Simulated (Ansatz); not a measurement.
# doublet [GaSiH3F2]+: levels of theory compared

Wanted: a comparison of 3 runs (UB3LYP/6-31G*, UCAM-B3LYP/6-31G*, UMP2/6-31G*) of doublet [GaSiH3F2]+. 

The results are computed with Ansatz 0.2.0.

78 further runs of the same task are left out: 1 that didn't finish, 77 set aside as unsound or not needed. Runs told in other sessions of the task aren't counted.

**1. The system as given**

[GaSiH3F2]+: 7 atoms, total charge +1, spin state doublet. As SMILES of the parent species, `[F][Ga]([F])[SiH3]`. The coordinates come from a PBE0-D4/def2-TZVP relaxation. That shape belongs to the parent species and isn't relaxed for this state.

Bond lengths: F1–Ga2 1.750 Å, Ga2–F3 1.749 Å, Ga2–Si4 2.387 Å, Si4–H5 1.483 Å, Si4–H6 1.483 Å, Si4–H7 1.484 Å. Angles: F1–Ga2–F3 110.4°, F1–Ga2–Si4 124.5°, F3–Ga2–Si4 125.2°, Ga2–Si4–H5 109.3°, Ga2–Si4–H6 108.8°, Ga2–Si4–H7 107.8°, H5–Si4–H6 110.6°, H5–Si4–H7 110.2°, H6–Si4–H7 110.0°.

**2. A single-point energy at UB3LYP/6-31G(d) (spherical functions) (run 1)**

run.yaml

```yaml
crystal:
  periodic: [false, false, false]
  atoms:
    - {symbol: F, position_ang: [0.337700, -1.716900, 2.042000]}
    - {symbol: Ga, position_ang: [0.749800, -0.872200, 0.566000]}
    - {symbol: F, position_ang: [2.304600, -1.409500, -0.029300]}
    - {symbol: Si, position_ang: [-0.636100, 0.761900, -0.486900]}
    - {symbol: H, position_ang: [0.191200, 1.594100, -1.392900]}
    - {symbol: H, position_ang: [-1.267600, 1.599600, 0.561500]}
    - {symbol: H, position_ang: [-1.679500, 0.043100, -1.260400]}
basis:
  gaussian:
    orbitals: 6-31G_st_-spherical.json
output: {orbitals: {seedname: orbitals}}
accuracy: high
magnetization:
  spin_polarized: true
  initial_magnetization: 1
hamiltonian:
  xc: {name: B3LYP}
total_charge: 1
```

The basis set 6-31G* is read from a file made from the Basis Set Exchange's data (not shown).

The run is started by

```console
$ ansatz run run.yaml --threads 1 --pin off --max-ram 3480MiB --events-out events.jsonl --progress --plain --runs-dir runs
```

The log of the run:

```text
Warning: RAYON_NUM_THREADS=1 ignored (pool sized by the plan → 1); use --threads N
Functional definition: B3LYP
  name "B3LYP"
  parameter a0 = 0.2
  parameter ax = 0.72
  parameter ac = 0.81
  exchange = (1 - a0 - ax)*slater_x + ax*b88_x + a0*exact_x
  correlation = (1 - ac)*vwn_rpa_c + ac*lyp_c
1769 factors; integrals over basis functions are off by at most 5.7e-9 eV
mean field evaluation 1: about -65708.4368 eV, gradient 6.5e1 eV
mean field evaluation 2: about -65508.6570 eV, gradient 2.2e2 eV
mean field evaluation 4: about -65717.0336 eV, gradient 3.7e1 eV
mean field evaluation 8: about -65722.8853 eV, gradient 8.0e-1 eV
mean field evaluation 16: about -65722.9926 eV, gradient 9.8e-3 eV
mean field evaluation 32: about -65722.9926 eV, gradient 2.8e-7 eV
mean field -65722.99255370 eV, -2415.2754277042 hartree, gradient 6.7e-8 eV, S^2 0.755945; 2 other end points of the search recorded, 0 dependent functions left out
reference -65722.99259722 eV, -2415.2754293035 hartree; 33, 32 occupied and 51, 52 virtual orbitals, 1769 factors
Total energy: -65722.99259722 eV, -2415.2754293035 hartree
```

It took 33 s on 1 thread of Arm Neoverse N1, shared host; peak memory 0.45 GiB.

**3. The energy at UCAM-B3LYP/6-31G(d) (spherical functions) (run 2)**

molecule.yaml

```yaml
crystal:
  periodic: [false, false, false]
  atoms:
    - {symbol: F, position_ang: [0.337700, -1.716900, 2.042000]}
    - {symbol: Ga, position_ang: [0.749800, -0.872200, 0.566000]}
    - {symbol: F, position_ang: [2.304600, -1.409500, -0.029300]}
    - {symbol: Si, position_ang: [-0.636100, 0.761900, -0.486900]}
    - {symbol: H, position_ang: [0.191200, 1.594100, -1.392900]}
    - {symbol: H, position_ang: [-1.267600, 1.599600, 0.561500]}
    - {symbol: H, position_ang: [-1.679500, 0.043100, -1.260400]}
basis:
  gaussian:
    orbitals: 6-31G_st_-spherical.json
output:
  orbitals: {seedname: orbitals}
total_charge: 1
hamiltonian:
  xc: {name: CAM-B3LYP}
magnetization:
  spin_polarized: true
  initial_magnetization: 1
accuracy: high
```

The basis set 6-31G* is read from a file made from the Basis Set Exchange's data (not shown).

The run is started by

```console
$ ansatz run molecule.yaml --threads 1 --pin off --max-ram 3480MiB --events-out events.jsonl --progress --plain --runs-dir runs
```

The log of the run, cut to the lines that bear on the results:

```text
Warning: RAYON_NUM_THREADS=1 ignored (pool sized by the plan → 1); use --threads N
Functional definition: CAM-B3LYP
  name "CAM-B3LYP"
[...]
1769 factors; integrals over basis functions are off by at most 5.7e-9 eV
441 factors; integrals over basis functions are off by at most 1.7e-9 eV
[...]
mean field -65722.93472355 eV, -2415.2733024851 hartree, gradient 7.5e-8 eV, S^2 0.758834; 2 other end points of the search recorded, 0 dependent functions left out
reference -65722.93474467 eV, -2415.2733032613 hartree; 33, 32 occupied and 51, 52 virtual orbitals, 1769 factors
Total energy: -65722.93474467 eV, -2415.2733032613 hartree
```

It took 38 s on 1 thread of Arm Neoverse N1, shared host; peak memory 0.53 GiB.

**4. The energy at UMP2/6-31G(d) (spherical functions) (run 3)**

in.yaml

```yaml
basis:
  gaussian:
    orbitals: 6-31G_st_-spherical.json
crystal:
  periodic: [false, false, false]
  atoms:
    - symbol: F
      position_ang: [0.337700, -1.716900, 2.042000]
    - symbol: Ga
      position_ang: [0.749800, -0.872200, 0.566000]
    - symbol: F
      position_ang: [2.304600, -1.409500, -0.029300]
    - symbol: Si
      position_ang: [-0.636100, 0.761900, -0.486900]
    - symbol: H
      position_ang: [0.191200, 1.594100, -1.392900]
    - symbol: H
      position_ang: [-1.267600, 1.599600, 0.561500]
    - symbol: H
      position_ang: [-1.679500, 0.043100, -1.260400]
total_charge: 1
magnetization:
  spin_polarized: true
  initial_magnetization: 1
correlation:
  method: mp2
  frozen_orbitals: {F: 1, Ga: 9, H: 0, Si: 5}
accuracy: high
```

The basis set 6-31G* is read from a file made from the Basis Set Exchange's data (not shown).

The run is started by

```console
$ ansatz run in.yaml --threads 1 --pin off --max-ram 3480MiB --events-out events.jsonl --progress --plain --runs-dir runs
```

The log of the run, cut to the lines that bear on the results:

```text
Warning: RAYON_NUM_THREADS=1 ignored (pool sized by the plan → 1); use --threads N
Functional definition: HF
  name "HF"
[...]
1769 factors; integrals over basis functions are off by at most 5.7e-9 eV
[...]
mean field -65638.98968875 eV, -2412.1883793562 hartree, gradient 1.2e-8 eV, S^2 0.761917; 4 other end points of the search recorded, 0 dependent functions left out
16 core orbitals not correlated: weight in the atoms' cores, before any rotation towards them, 1.000 or more for the frozen orbitals, at most 0.000 for the correlated occupied ones
reference -65638.98968875 eV, -2412.1883793562 hartree; 17, 16 occupied and 51, 52 virtual orbitals, 1769 factors
second order -17.89825668 eV of doubles, -0.00000000 eV of singles
Total energy: -65656.88794543 eV, -2412.8461281573 hartree
```

Run time: 21 s. Hardware: 1 thread of Arm Neoverse N1, shared host; peak memory 0.34 GiB.

**5. Overview of the runs**

| run | level | frozen core orbitals | energy (Eh) | HOMO energy (eV) | LUMO energy (eV) | ⟨S²⟩ | wall time |
| --- | --- | --- | --- | --- | --- | --- | --- |
| 1 | UB3LYP/6-31G* (spherical functions) | – | -2415.275429 | -15.99 | -13.56 | 0.756 | 33 s |
| 2 | UCAM-B3LYP/6-31G* (spherical functions) | – | -2415.273303 | -17.62 | -12.43 | 0.759 | 38 s |
| 3 | UMP2/6-31G* (spherical functions) | 16 | -2412.846128 | – | – | 0.762 | 21 s |

**6. Results**

| quantity | value |
| --- | --- |
| run 3: total energy | -2412.84613 Eh |
| run 3: correlation energy (16 core orbitals frozen) | -657.7 mEh |
| run 3: ⟨S²⟩ of the reference determinant | 0.762 |

**Reading.** Totals of different functionals can't be ranked against each other. All runs together took 92 s, the longest 38 s.
